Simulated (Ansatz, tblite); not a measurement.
# The cluster Si3O6: charged states by level of theory

An exercise on one series of results from a longer session: the logs are not shown, and one member is left open.

Program: Ansatz 0.2.0, Gaussian basis. Level of theory: as each input shows. These are calculated values, not measurements.

The runs, in order: charge +1 doublet, at the geometry of the singlet (PBE0-D4/def2-TZVP, PBE-D4/def2-TZVP, PBE-QIDH/def2-TZVP, CCSD(T)/def2-SVP); charge -1 doublet, at the geometry of the singlet (PBE0-D4/def2-TZVPD, PBE-D4/def2-TZVPD, PBE-QIDH/def2-TZVPD); the starting singlet's energies come from earlier runs.

2 further runs of the same task are left out: 2 set aside as unsound or not needed. Runs told in other sessions of the task aren't counted.

**The relaxed structure**

The geometry is that of the singlet, from an earlier relaxation (PBE0-D4/def2-SVP). At that level it is the lowest of the isomers that a small search found.

9 atoms, charge 0, spin multiplicity 1.

Atoms are counted from 1 here; the program's logs count them from 0.

Bond lengths: Si1–O4 1.673 Å, Si1–O5 1.673 Å, Si1–O6 1.673 Å, Si1–O7 1.673 Å, Si2–O4 1.682 Å, Si2–O6 1.682 Å, Si2–O9 1.513 Å, Si3–O5 1.682 Å, Si3–O7 1.682 Å, Si3–O8 1.513 Å. Angles: O4–Si1–O5 120.0°, O4–Si1–O6 89.9°, O4–Si1–O7 120.0°, O5–Si1–O6 120.0°, O5–Si1–O7 89.9°, O6–Si1–O7 120.0° and more.

The first run:

in.yaml reads:

```yaml
crystal:
  periodic: [false, false, false]
  atoms:
    - {symbol: Si, position_ang: [-0.000191, -0.000007, 0.000139]}
    - {symbol: Si, position_ang: [-1.020003, 1.698904, -1.318722]}
    - {symbol: Si, position_ang: [1.020078, -1.698870, 1.318709]}
    - {symbol: O, position_ang: [-0.209613, 1.652515, 0.154860]}
    - {symbol: O, position_ang: [-0.518801, -1.027026, 1.214583]}
    - {symbol: O, position_ang: [-0.805138, 0.036821, -1.465894]}
    - {symbol: O, position_ang: [1.532974, -0.662284, 0.096932]}
    - {symbol: O, position_ang: [1.668428, -2.778572, 2.156497]}
    - {symbol: O, position_ang: [-1.667734, 2.778519, -2.157103]}
basis:
  gaussian: {orbitals: def2-TZVP}
total_charge: 1
magnetization: {spin_polarized: true, initial_magnetization: 1}
hamiltonian: {xc: pbe0, dispersion: d4}
scf: {omitted_lower_state_checks: [starts]}
output: {orbitals: {seedname: orbitals}}
```

Launch:

```
ansatz run in.yaml --threads 4 --pin off --events-out ev --progress --plain --max-ram 4787MiB
```

Steps of the session up to this table: Charge +1 doublet at the fixed geometry, PBE0-D4/def2-TZVP; Charge +1 doublet at the fixed geometry, PBE-D4/def2-TZVP; Charge +1 doublet at the fixed geometry, PBE-QIDH/def2-TZVP; Charge +1 doublet at the fixed geometry, CCSD(T)/def2-SVP.

One table of the session follows, with a row left open; its other results are not shown here.

It belongs to the step «Vertical ionisation energy». 

| method | vertical ionisation energy (eV) |
| --- | --- |
| HF/def2-SVP | 10.44 |
| PBE-D4/def2-TZVP | 10.87 |
| PBE0-D4/def2-TZVP | ? |
| PBE-QIDH/def2-TZVP | 12.13 |
| MP2/def2-SVP | 12.13 |
| CCSD/def2-SVP | 11.75 |
| CCSD(T)/def2-SVP | 11.82 |

Q: Estimate the row for PBE0-D4/def2-TZVP from the others.

As computed: vertical ionisation energy (eV): 11.44. In the column «vertical ionisation energy (eV)» it lies between PBE-D4/def2-TZVP (10.87) and CCSD/def2-SVP (11.75).

To keep in mind: The anion's highest level is positive in at least one run, so there the basis alone may hold the extra electron.
